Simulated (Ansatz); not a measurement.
# Al: the crystal squeezed far

Aim: compress Al (hcp type) step by step, far beyond the usual range, and follow pressure and electronic structure. Methods of the runs shown: PAW.

Program: Ansatz 0.2.0. Level of theory: DFT LDA, with the methods named in each step. These are calculated values, not measurements.

2 further runs of the same task are left out: 1 that didn't finish, 1 set aside as unsound or not needed. Runs told in other sessions of the task aren't counted.

### Step 1. The system as given

It takes space group P6_3/mmc (No. 194, hexagonal). The conventional cell has a = 2.824 Å, b = 2.824 Å, c = 4.575 Å, α = 90.00°, β = 90.00°, γ = 120.00°. Al (site symmetry -6m2) has 12 Al at 2.81 to 2.82 Å in its first shell of neighbours.

Structure file:

```
Al
1.0
     2.82404    0.00000    0.00000
    -1.41202    2.44569    0.00000
     0.00000    0.00000    4.57495
Al
2
Cartesian
  0.0000 1.6305 1.1437
  1.4120 0.8152 3.4312
```

Whether this phase is the stable one at these pressures isn't tested.

Atoms are numbered in the order of the input: Al1, Al2.

### Step 2. Cell relaxed at zero pressure, PAW

input.yaml

```yaml
crystal:
  lattice:
    - [2.8240430715, 0.0, 0.0]
    - [-1.4120215358, 2.4456930413, 0.0]
    - [0.0, 0.0, 4.5749497759]
  atoms:
    - { symbol: Al, position: [0.3333333333, 0.6666666667, 0.25] }
    - { symbol: Al, position: [0.6666666667, 0.3333333333, 0.75] }
kpoints:
  mp_grid: { grid: [15, 15, 8] }
scf:
  occupations: { method: fermi_dirac, width: 0.08 }
hamiltonian:
  xc: lda
  pseudopotentials: { kind: paw }
output:
  forces: true
  stress: true
relax:
  f_tol: 0.005
  max_steps: 40
  cell: {}
```

Started as:

```bash
$ ansatz run input.yaml --threads 1 --pin off --max-ram 2048MiB --backend cpu --events-out ev --progress --plain --runs-dir out
```

After this run come: Volume scaled by 1, PAW; Shape and atoms relaxed at 0.92 of the volume, PAW; Volume scaled by 0.92, PAW; Volume scaled by 0.92, PAW (cutoff 250 eV); Shape and atoms relaxed at 0.84 of the volume, PAW; Volume scaled by 0.84, PAW; Shape and atoms relaxed at 0.76 of the volume, PAW; Volume scaled by 0.76, PAW; Volume scaled by 0.76, PAW (cutoff 600 eV); Shape and atoms relaxed at 0.68 of the volume, PAW; Volume scaled by 0.68, PAW; Shape and atoms relaxed at 0.6 of the volume, PAW; Volume scaled by 0.6, PAW; Shape and atoms relaxed at 0.52 of the volume, PAW; Volume scaled by 0.52, PAW; Volume scaled by 0.52, PAW (cutoff 250 eV); Shape and atoms relaxed at 0.45 of the volume, PAW; Volume scaled by 0.45, PAW; Volume scaled by 0.45, PAW (level accurate).

**Question.** What will these runs give? Wanted: PAW pressure at 0.45 of the volume; PAW; fitted bulk modulus at zero pressure.

The runs gave:

| quantity | value |
| --- | --- |
| PAW pressure at 0.45 of the volume | 333.2 GPa |
| PAW (level accurate) pressure at 0.45 of the volume | 332.4 GPa |
| fitted bulk modulus at zero pressure (PAW) | 86 GPa |
| its pressure derivative | 3.97 |

**Reading.** At 0.45 of the starting volume PAW gives 333 GPa. A third-order Birch-Murnaghan curve fits the range only roughly (B₀ = 86 GPa, B′ = 3.97, misfit at most 1.46 GPa). A fit over so wide a range leans to the high pressures, so B₀ can be off by several per cent. No all-electron run checks these rows here, and frozen cores can fail under such compression. The ions are at rest, and the electrons smeared by 0.08 eV.

At pressures up to 333 GPa the PAW spheres may overlap and frozen cores may not hold, so those PAW values are rough without an all-electron check.
